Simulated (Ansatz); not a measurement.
TaWC2: equation of state with LDA

Crystal: TaWC2.

```
W Ta C
1.0
     1.57186    0.90751    5.10162
    -1.57186    0.90751    5.10162
     0.00000   -1.81502    5.10162
W Ta C
1 1 2
Cartesian
  0.0000 0.0000 0.0000
  0.0000 0.0000 7.6524
  0.0000 0.0000 3.8405
  0.0000 0.0000 11.4644
```

The cell comes from a database or a generator and needn't be the stable form of this composition.

| Property | Result |
| --- | --- |
| Program | Ansatz 0.2.0 |
| Task | equation of state |
| Functional | LDA |
| Potentials or basis | Ansatz PAW |
| Cutoff | 420 eV |
| Density cutoff | 1680 eV |
| k mesh | 10 × 10 × 10 |
| Occupations | fermi-dirac, width 0.05 eV |
| Spin | no spin polarisation |

```json
{
  "Equilibrium volume": "10.40 Å³/atom",
  "Bulk modulus at fixed shape and positions": "382 GPa",
  "Pressure derivative of the bulk modulus": "4.3"
}
```

Energy against volume, from the lowest point:
| volume (Å³/atom) | energy (meV/atom) |
| --- | --- |
| 10.261 | 1.64 |
| 10.479 | 0.00 |
| 10.698 | 8.89 |
| 10.916 | 27.18 |
| 11.134 | 53.91 |
| 11.353 | 88.19 |
| 11.571 | 129.23 |

All runs of the series together: 19 s on 2 threads of Arm Neoverse V2, with other jobs on the host.

Caveat: the cell was scaled at fixed shape and fractional positions, which overstates the stiffness of a crystal with free parameters, most of all of layers and chains. Spin-orbit coupling is left out, which matters for the levels of Ta, W.
